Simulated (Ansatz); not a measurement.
Working through a ladder of methods at one geometry of C2H6O2Sn, SMILES C[O][Sn][O]C

Computed with the Python package of Ansatz (0.2.0).

Notebook, run cell by cell (the value of a cell's last expression is shown):

**Cell 1**
```python
from pathlib import Path

import ansatz as az
import numpy as np
```

**Cell 2**
```python
BASIS_SET = 'def2-SVP'
```

**Cell 3**
```python
molecule = (
    az.Crystal.molecule()
    .atom('C', (-0.5284, 1.6397, -0.8843))
    .atom('O', (0.7514, 1.4465, -0.5312))
    .atom('Sn', (1.1905, -0.3879, -1.1539))
    .atom('O', (0.1205, -1.7053, -0.2343))
    .atom('C', (0.2852, -1.6175, 1.1286))
    .atom('H', (-1.2583, 0.9811, -0.393))
    .atom('H', (-0.6723, 1.6329, -1.996))
    .atom('H', (-0.8215, 2.7237, -0.578))
    .atom('H', (-0.3543, -2.3275, 1.7174))
    .atom('H', (1.345, -1.8469, 1.408))
    .atom('H', (0.0074, -0.5958, 1.5373))
)
```

**Cell 4**
```python
job = molecule.calculation().basis(gaussian=BASIS_SET)
```

**Cell 5**
```python
print('functional    E (Ha)        dipole (D)   HOMO (eV)  LUMO (eV)')
for name in ['r2scan', 'cam_b3lyp', 'lda', 'lc_wpbe', 'pbe']:
    report = job.functional(name).forces().orbitals().run(threads=1, pin='off', runs_dir='runs').report
    lines = Path(report['orbitals_path']).read_text().splitlines()
    field_of = lambda key: [line.split('=')[1].strip() for line in lines if line.startswith(key)]
    orbitals = [(27.211386 * float(e), s, float(n)) for e, s, n in zip(field_of('Ene='), field_of('Spin='), field_of('Occup='))]
    homo = max(e for e, _, n in orbitals if n > 0.5)
    lumo = min(e for e, _, n in orbitals if n < 0.5)
    dipole = 4.803205 * np.linalg.norm(report['charge_distribution']['dipole_moment_e_ang'])
    print(f'{name:10s} {report["free_energy_ev"] / 27.211386246:14.6f} {dipole:9.3f} {homo:11.3f} {lumo:10.3f}')
```
Output:
```text
functional    E (Ha)        dipole (D)   HOMO (eV)  LUMO (eV)
r2scan        -444.321171     0.468      -5.747     -2.986
cam_b3lyp     -444.254412     0.519      -7.991     -1.389
lda           -442.207482     0.394      -5.582     -3.289
lc_wpbe       -444.260977     0.439      -9.188     -0.261
pbe           -444.099232     0.466      -5.437     -3.045
```

Notes:
- The settings weren't tested for convergence.
- The geometry is a force-field or estimated start, not a minimum of this method, and the basis set is short of its limit. A lower total doesn't mark the better method: functionals have no common bound, and MP2 and coupled cluster aren't variational.
- def2 sets replace the cores of elements past krypton by effective core potentials.
- Levels such as HOMO and LUMO are orbital energies: with these approximate functionals they aren't the ionisation energy and electron affinity, and their gap isn't the fundamental gap.
- Hardware and time: 55 s on 1 thread of Intel(R) Xeon(R) Platinum 8259CL CPU @ 2.50GHz (Skylake/Cascade Lake), with other jobs on the host, peak memory 0.38 GiB.
